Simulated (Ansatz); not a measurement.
# C₂H₆InN: how energies converge with the basis set

One table from this session's results is given with a row withheld; the runs are named, their logs left out.

Program: Ansatz 0.2.0, Gaussian basis. Level of theory: one geometry, several basis sets. These are calculated values, not measurements.

The runs, in order: PBE0-D4/def2-SVP; ωB97M-V/def2-SVP; PBE0-D4/def2-QZVPP; ωB97M-V/def2-QZVPP; the functionals' def2-TZVPP values are taken from earlier runs.

## Structure used throughout

All runs share one geometry, relaxed beforehand with PBE0-D4 in a triple-zeta def2 set. In takes the def2 core potential; no spin-orbit term is included.

SMILES `C[C](=N)[InH2]`, 10 atoms, charge 0, spin multiplicity 1.

Atoms are counted from 1 here; the program's logs count them from 0.

Bond lengths: C1–C2 1.486 Å, C1–H5 1.094 Å, C1–H6 1.094 Å, C1–H7 1.097 Å, C2–N3 1.273 Å, C2–In4 2.161 Å, N3–H8 1.028 Å, In4–H9 1.719 Å, In4–H10 1.719 Å. Angles: C2–C1–H5 110.1°, C2–C1–H6 110.1°, C2–C1–H7 111.7°, H5–C1–H6 106.6°, H5–C1–H7 109.1°, H6–C1–H7 109.1°, C1–C2–N3 125.9°, C1–C2–In4 141.8°, N3–C2–In4 92.2°, C2–N3–H8 115.1°, C2–In4–H9 117.0°, C2–In4–H10 117.1°, H9–In4–H10 125.2°.

Geometry (Å):

| atom | x (Å) | y (Å) | z (Å) |
| --- | --- | --- | --- |
| C1 | 1.2833 | -0.8419 | -0.0155 |
| C2 | -0.0479 | -0.1820 | 0.0273 |
| N3 | -1.1652 | -0.7657 | 0.2067 |
| In4 | -0.9891 | 1.7567 | -0.1277 |
| H5 | 1.9342 | -0.4254 | 0.7586 |
| H6 | 1.7705 | -0.6433 | -0.9745 |
| H7 | 1.2034 | -1.9265 | 0.1284 |
| H8 | -1.1103 | -1.7851 | 0.3300 |
| H9 | -1.2956 | 2.5967 | 1.3409 |
| H10 | -1.5833 | 2.2166 | -1.6742 |

Set-up of the first run:

File in.yaml:

```yaml
crystal:
  periodic: [false, false, false]
  atoms:
    - {symbol: C, position_ang: [1.283319, -0.841904, -0.015540]}
    - {symbol: C, position_ang: [-0.047898, -0.182048, 0.027276]}
    - {symbol: N, position_ang: [-1.165183, -0.765709, 0.206668]}
    - {symbol: In, position_ang: [-0.989098, 1.756716, -0.127677]}
    - {symbol: H, position_ang: [1.934200, -0.425390, 0.758585]}
    - {symbol: H, position_ang: [1.770487, -0.643302, -0.974506]}
    - {symbol: H, position_ang: [1.203351, -1.926476, 0.128415]}
    - {symbol: H, position_ang: [-1.110280, -1.785108, 0.330020]}
    - {symbol: H, position_ang: [-1.295583, 2.596655, 1.340932]}
    - {symbol: H, position_ang: [-1.583324, 2.216557, -1.674164]}
basis:
  gaussian: {orbitals: def2-SVP}
hamiltonian: {xc: pbe0, dispersion: d4}
output: {orbitals: {seedname: orbitals}}
```

Command:

```bash
ansatz run in.yaml --threads 4 --pin off --events-out ev --progress --plain --max-ram 10444MiB
```

Among the steps run: PBE0-D4 in def2-SVP; ωB97M-V in def2-SVP; PBE0-D4 in def2-QZVPP; ωB97M-V in def2-QZVPP.

One table of the session follows, with a row left open; its other results are not shown here.

It belongs to the step «Density functionals: the series». 

```
functional       basis  HOMO (eV)
   PBE0-D4    def2-SVP      -6.55
   PBE0-D4  def2-TZVPP      -6.64
   PBE0-D4  def2-QZVPP      -6.66
   ωB97M-V    def2-SVP      -8.70
   ωB97M-V  def2-TZVPP      -8.82
   ωB97M-V  def2-QZVPP          ?
```

Q: Estimate the row for ωB97M-V, def2-QZVPP from the others.

The run gave: HOMO (eV): -8.84. In the column «HOMO (eV)» it is the lowest.
